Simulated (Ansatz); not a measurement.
**O + HCl (HClO) (triplet): an exchange reaction of three atoms**

Aim: map the energy of O + HCl (the system O + ClH), spin multiplicity 3 over two coordinates, and find its wells, ridges and stiffness.

Computed with Ansatz 0.2.0. Level: UKS PBE0-D4/def2-SVPD.

## Step 1: The part O (triplet) alone, at the geometry typed

Contents of input.yaml:

```yaml
crystal:
  periodic: [false, false, false]
  atoms:
    - { symbol: O, position_ang: [0.0, 0.0, 0.0] }
magnetization:
  spin_polarized: true
  initial_magnetization: 2
basis:
  gaussian: { orbitals: def2-SVPD }
hamiltonian:
  xc: pbe0
```

On the command line:

```
ansatz run input.yaml --threads 1 --pin off --max-ram 2560MiB --backend cpu --events-out ev --progress --plain --runs-dir out
```

What it wrote:

```text
Warning: RAYON_NUM_THREADS=1 ignored (pool sized by the plan → 1); use --threads N
Engine: ansatz 0.2.0, aarch64-unknown-linux-gnu
Functional definition: PBE0
  parameter a = 0.25
  parameter kappa = 0.804
  parameter beta = 0.06672455060314922
  exchange = (1 - a)*pbe_x(kappa = kappa, mu = beta*pi^2/3) + a*exact_x
  correlation = pbe_c(beta = beta)
155 factors; their error is unknown
mean field evaluation 1: about -2038.8666 eV, gradient 5.7e0 eV
mean field evaluation 2: about -2038.9488 eV, gradient 3.1e0 eV
mean field evaluation 4: about -2038.9886 eV, gradient 3.8e-2 eV
mean field evaluation 8: about -2039.0019 eV, gradient 7.1e-4 eV
mean field -2039.00185026 eV, -74.9319359120 hartree, gradient 2.4e-5 eV, S^2 2.003727; 0 other end points of the search recorded, 0 dependent functions left out
reference -2039.00187635 eV, -74.9319368706 hartree; 5, 3 occupied and 18, 20 virtual orbitals, 155 factors
Total energy: -2039.00187635 eV, -74.9319368706 hartree
```

It took 0.14 s on 1 thread of Arm Neoverse V2, shared host; peak memory 0.063 GiB.

## Step 2: Reference run: HCl, relaxed

Contents of input.yaml:

```yaml
crystal:
  periodic: [false, false, false]
  atoms:
    - { symbol: H, position_ang: [0.0, 0.0, 0.0] }
    - { symbol: Cl, position_ang: [1.33, 0.0, 0.0] }
basis:
  gaussian: { orbitals: def2-SVPD }
hamiltonian:
  xc: pbe0
  dispersion: d4
output:
  forces: true
relax:
  f_tol: 0.003
  max_steps: 120
```

On the command line:

```
ansatz run input.yaml --threads 1 --pin off --max-ram 2560MiB --backend cpu --events-out ev --progress --plain --runs-dir out
```

What it wrote, cut to the lines that bear on the results:

```text
Warning: RAYON_NUM_THREADS=1 ignored (pool sized by the plan → 1); use --threads N
[...]
[... 1 set-up line as earlier in the session ...]
[...]
347 factors; integrals over basis functions are off by at most 2.0e-4 eV
[...]
mean field -12531.17509491 eV, -460.5121908024 hartree, gradient 4.3e-5 eV, S^2 0.000000; 0 other end points of the search recorded, 0 dependent functions left out
[...]
reference -12531.17512251 eV, -460.5121918166 hartree; 9, 9 occupied and 26, 26 virtual orbitals, 347 factors
relax step   1: F+E_penalty+E_count = -12531.17971135 eV  Δ(F+E_penalty+E_count) = +0.000e0 eV  max|allowed force component| = 1.209e0 eV/Å  Δτ_max = 0.0000 Å  (19 SCF iters, accepted)
[...]
relax step   4: F+E_penalty+E_count = -12531.20594819 eV  Δ(F+E_penalty+E_count) = -1.309e-5 eV  max|allowed force component| = 1.441e-2 eV/Å  Δτ_max = 0.0007 Å  (16 SCF iters, accepted)
[...]
relax step   5: F+E_penalty+E_count = -12531.20595140 eV  Δ(F+E_penalty+E_count) = -3.213e-6 eV  max|allowed force component| = 4.484e-7 eV/Å  Δτ_max = 0.0002 Å  (16 SCF iters, accepted)
347 factors; integrals over basis functions are off by at most 1.6e-4 eV
mean field -12531.20136617 eV, -460.5131562532 hartree, gradient 4.0e-6 eV, S^2 0.000000; 1 other end points of the search recorded, 0 dependent functions left out
[...]
reference -12531.20139384 eV, -460.5131572702 hartree; 9, 9 occupied and 26, 26 virtual orbitals, 347 factors
Total energy: -12531.20597908 eV, -460.5133257746 hartree
Atom 0 at     0.020909     0.000000     0.000000 Å, force     0.000000     0.000000    -0.000000 eV/Å
Atom 1 at     1.309091    -0.000000    -0.000000 Å, force    -0.000000    -0.000000     0.000000 eV/Å
Dipole moment:    -0.244233    -0.000000    -0.000000 e Å
```

Wall time 1.6 s (1 thread of Arm Neoverse V2, shared host); peak memory 0.081 GiB.

Step by step:

```
step  energy from step 1 (eV)  largest force component (eV/Å)
   1                   0.0000                          1.2087
   2                  -0.0227                          0.4689
   3                  -0.0262                          0.0325
   4                  -0.0262                          0.0144
   5                  -0.0262                          0.0000
```

The bond:

| bond | before (Å) | after (Å) | change (Å) |
| --- | --- | --- | --- |
| H1–Cl2 | 1.330 | 1.288 | -0.042 |

## Step 3: Plan of the scan

- distance O1–H2: 17 values from 0.776 to 2.376 Å
- distance H2–Cl3: 17 values from 1.064 to 2.664 Å

Nothing else is relaxed (the angle O1–H2–Cl3 is fixed at 160 degrees). Energies count from O far from the relaxed HCl (each part in its own basis). Points are written as (first, second).

Of the runs on the grid, 3 are shown in the steps below; the others differ only in the two coordinates.

## Step 4: Grid point (2.376 Å, 1.932 Å)

Contents of input.yaml:

```yaml
crystal:
  periodic: [false, false, false]
  atoms:
    - { symbol: O, position_ang: [-2.376, 0.0, 0.0] }
    - { symbol: H, position_ang: [0.0, 0.0, 0.0] }
    - { symbol: Cl, position_ang: [1.815486, 0.660783, 0.0] }
magnetization:
  spin_polarized: true
  initial_magnetization: 2
basis:
  gaussian: { orbitals: def2-SVPD }
hamiltonian:
  xc: pbe0
  dispersion: d4
output:
  forces: true
```

On the command line:

```
ansatz run input.yaml --threads 1 --pin off --max-ram 2560MiB --backend cpu --events-out ev --progress --plain --runs-dir out
```

What it wrote, cut to the lines that bear on the results:

```text
Warning: RAYON_NUM_THREADS=1 ignored (pool sized by the plan → 1); use --threads N
[...]
[... 1 set-up line as earlier in the session ...]
[...]
545 factors; integrals over basis functions are off by at most 8.8e-4 eV
[...]
mean field -14567.87158430 eV, -535.3594062651 hartree, gradient 5.9e-6 eV, S^2 2.006004; 5 other end points of the search recorded, 0 dependent functions left out
[...]
reference -14567.87162158 eV, -535.3594076352 hartree; 14, 12 occupied and 44, 46 virtual orbitals, 545 factors
Total energy: -14567.88363751 eV, -535.3598492122 hartree
Atom 0 at    -2.376000     0.000000     0.000000 Å, force     0.263644    -0.008092    -0.000000 eV/Å
Atom 1 at     0.000000     0.000000     0.000000 Å, force     3.865387     1.521527    -0.000000 eV/Å
Atom 2 at     1.815486     0.660783     0.000000 Å, force    -4.129031    -1.513435     0.000000 eV/Å
Dipole moment:    -0.534057    -0.154305     0.000000 e Å
```

It took 3.4 s on 1 thread of Arm Neoverse V2, shared host; peak memory 0.11 GiB.

That is 2.32 eV from the zero.

## Step 5: Grid point (0.958 Å, 2.409 Å)

Contents of input.yaml:

```yaml
crystal:
  periodic: [false, false, false]
  atoms:
    - { symbol: O, position_ang: [-0.958, 0.0, 0.0] }
    - { symbol: H, position_ang: [0.0, 0.0, 0.0] }
    - { symbol: Cl, position_ang: [2.26372, 0.823927, 0.0] }
magnetization:
  spin_polarized: true
  initial_magnetization: 2
basis:
  gaussian: { orbitals: def2-SVPD }
hamiltonian:
  xc: pbe0
  dispersion: d4
output:
  forces: true
```

On the command line:

```
ansatz run input.yaml --threads 1 --pin off --max-ram 2560MiB --backend cpu --events-out ev --progress --plain --runs-dir out
```

What it wrote, cut to the lines that bear on the results:

```text
Warning: RAYON_NUM_THREADS=1 ignored (pool sized by the plan → 1); use --threads N
[...]
[... 1 set-up line as earlier in the session ...]
[...]
545 factors; integrals over basis functions are off by at most 1.2e-3 eV
[...]
mean field -14570.33881913 eV, -535.4500754726 hartree, gradient 3.0e-10 eV, S^2 2.005641; 4 other end points of the search recorded, 0 dependent functions left out
[...]
reference -14570.33885295 eV, -535.4500767157 hartree; 14, 12 occupied and 44, 46 virtual orbitals, 545 factors
Total energy: -14570.35283675 eV, -535.4505906108 hartree
Atom 0 at    -0.958000     0.000000     0.000000 Å, force    -1.010355     0.000843     0.000000 eV/Å
Atom 1 at     0.000000     0.000000     0.000000 Å, force     1.005984    -0.002790    -0.000000 eV/Å
Atom 2 at     2.263720     0.823927     0.000000 Å, force     0.004371     0.001948     0.000000 eV/Å
Dipole moment:     0.394210     0.021420    -0.000000 e Å
```

Run time: 9 s. Hardware: 1 thread of Arm Neoverse V2, shared host; peak memory 0.12 GiB.

On the map this point reads −0.14 eV.

## Step 6: The run at (1.877 Å, 1.511 Å)

Contents of input.yaml:

```yaml
crystal:
  periodic: [false, false, false]
  atoms:
    - { symbol: O, position_ang: [-1.877, 0.0, 0.0] }
    - { symbol: H, position_ang: [0.0, 0.0, 0.0] }
    - { symbol: Cl, position_ang: [1.419876, 0.516792, 0.0] }
magnetization:
  spin_polarized: true
  initial_magnetization: 2
basis:
  gaussian: { orbitals: def2-SVPD }
hamiltonian:
  xc: pbe0
  dispersion: d4
output:
  forces: true
```

On the command line:

```
ansatz run input.yaml --threads 1 --pin off --max-ram 2560MiB --backend cpu --events-out ev --progress --plain --runs-dir out
```

What it wrote, cut to the lines that bear on the results:

```text
Warning: RAYON_NUM_THREADS=1 ignored (pool sized by the plan → 1); use --threads N
[...]
[... 1 set-up line as earlier in the session ...]
[...]
548 factors; integrals over basis functions are off by at most 1.4e-3 eV
[...]
mean field -14569.83870149 eV, -535.4316964884 hartree, gradient 3.8e-6 eV, S^2 2.005010; 4 other end points of the search recorded, 0 dependent functions left out
[...]
reference -14569.83873514 eV, -535.4316977251 hartree; 14, 12 occupied and 44, 46 virtual orbitals, 548 factors
Total energy: -14569.85411395 eV, -535.4322628858 hartree
Atom 0 at    -1.877000     0.000000     0.000000 Å, force     0.113999    -0.029449    -0.000000 eV/Å
Atom 1 at     0.000000     0.000000     0.000000 Å, force     3.248224     1.292126     0.000000 eV/Å
Atom 2 at     1.419876     0.516792     0.000000 Å, force    -3.362223    -1.262677    -0.000000 eV/Å
Dipole moment:    -0.475897    -0.131538     0.000000 e Å
```

Wall time 3 s (1 thread of Arm Neoverse V2, shared host); peak memory 0.11 GiB.

That is 0.35 eV from the zero.

## Step 7: Energy over the grid

289 points were computed. Energies in eV, from O far from the relaxed HCl (each part in its own basis); the table lists every other line.

| distance H2–Cl3 (Å) ↓, distance O1–H2 (Å) → | 0.776 | 0.883 | 1.040 | 1.223 | 1.426 | 1.644 | 1.877 | 2.121 | 2.376 |
| --- | --- | --- | --- | --- | --- | --- | --- | --- | --- |
| 2.664 | 1.47 | 0.12 | −0.06 | 0.75 | 1.93 | 3.04 | 3.65 | 3.95 | 4.09 |
| 2.409 | 1.48 | 0.12 | −0.07 | 0.72 | 1.88 | 2.88 | 3.43 | 3.70 | 3.81 |
| 2.165 | 1.52 | 0.15 | −0.07 | 0.67 | 1.73 | 2.56 | 3.00 | 3.15 | 3.24 |
| 1.932 | 1.66 | 0.24 | −0.06 | 0.56 | 1.40 | 1.94 | 2.13 | 2.24 | 2.32 |
| 1.714 | 1.94 | 0.43 | −0.02 | 0.36 | 0.85 | 1.09 | 1.19 | 1.26 | 1.32 |
| 1.511 | 2.52 | 0.85 | 0.13 | 0.15 | 0.29 | 0.33 | 0.35 | 0.39 | 0.42 |
| 1.328 | 3.67 | 1.74 | 0.63 | 0.25 | 0.09 | −0.03 | −0.09 | −0.09 | −0.08 |
| 1.171 | 5.68 | 3.41 | 1.83 | 1.04 | 0.61 | 0.37 | 0.24 | 0.19 | 0.19 |
| 1.064 | 8.07 | 5.49 | 3.51 | 2.38 | 1.76 | 1.43 | 1.26 | 1.19 | 1.18 |

The dipole moment (D) at each point:

| distance H2–Cl3 (Å) ↓, distance O1–H2 (Å) → | 0.776 | 0.883 | 1.040 | 1.223 | 1.426 | 1.644 | 1.877 | 2.121 | 2.376 |
| --- | --- | --- | --- | --- | --- | --- | --- | --- | --- |
| 2.664 | 1.77 | 1.85 | 2.03 | 2.24 | 2.45 | 1.53 | 0.37 | 0.40 | 0.76 |
| 2.409 | 1.66 | 1.80 | 2.00 | 2.21 | 2.23 | 0.63 | 0.44 | 0.95 | 2.47 |
| 2.165 | 1.44 | 1.57 | 1.72 | 1.73 | 1.04 | 0.76 | 1.99 | 3.41 | 2.83 |
| 1.932 | 1.07 | 1.15 | 1.17 | 0.83 | 0.75 | 2.75 | 3.60 | 3.08 | 2.67 |
| 1.714 | 0.75 | 0.73 | 0.59 | 0.51 | 1.79 | 3.10 | 2.96 | 2.56 | 2.25 |
| 1.511 | 0.61 | 0.50 | 0.39 | 0.88 | 1.95 | 2.53 | 2.37 | 2.09 | 1.87 |
| 1.328 | 0.64 | 0.46 | 0.35 | 0.78 | 1.49 | 1.91 | 1.86 | 1.69 | 1.55 |
| 1.171 | 0.74 | 0.52 | 0.29 | 0.50 | 0.96 | 1.35 | 1.45 | 1.38 | 1.30 |
| 1.064 | 0.79 | 0.61 | 0.32 | 0.32 | 0.66 | 1.00 | 1.19 | 1.19 | 1.15 |

Energy (eV) at eleven even steps along the easiest path on the interpolated surface, from (0.958 Å, 2.664 Å): −0.15, −0.15, −0.14, −0.10, −0.01, 0.12, 0.10, −0.01, −0.08, −0.11, −0.11.

## Step 8: Outcome

| quantity | value |
| --- | --- |
| lowest point | (0.958 Å, 2.409 Å), −0.14 eV |
| highest computed point | (0.776 Å, 1.064 Å), 8.22 eV above the lowest |
| dipole moment (D) | 0.24 at (1.129 Å, 1.064 Å) to 4.15 at (1.877 Å, 2.285 Å); 1.90 at the lowest point |
| time for the whole task | 30 min on 1 thread, shared host |

**Reading.** The lowest computed point is at (0.958 Å, 2.409 Å), −0.14 eV from O far from the relaxed HCl (each part in its own basis). The highest computed point, (0.776 Å, 1.064 Å), lies 8.22 eV above the lowest. Two valleys reach the map's edge, at (0.958 Å, 2.664 Å) and at (2.376 Å, 1.328 Å). On the interpolated surface the pass between them lies about 0.29 eV above the first of these points and 0.24 eV above the second. Between some neighbouring points the energy changes steeply, from close contacts of the rigid frames or a change of state; the map doesn't tell which.
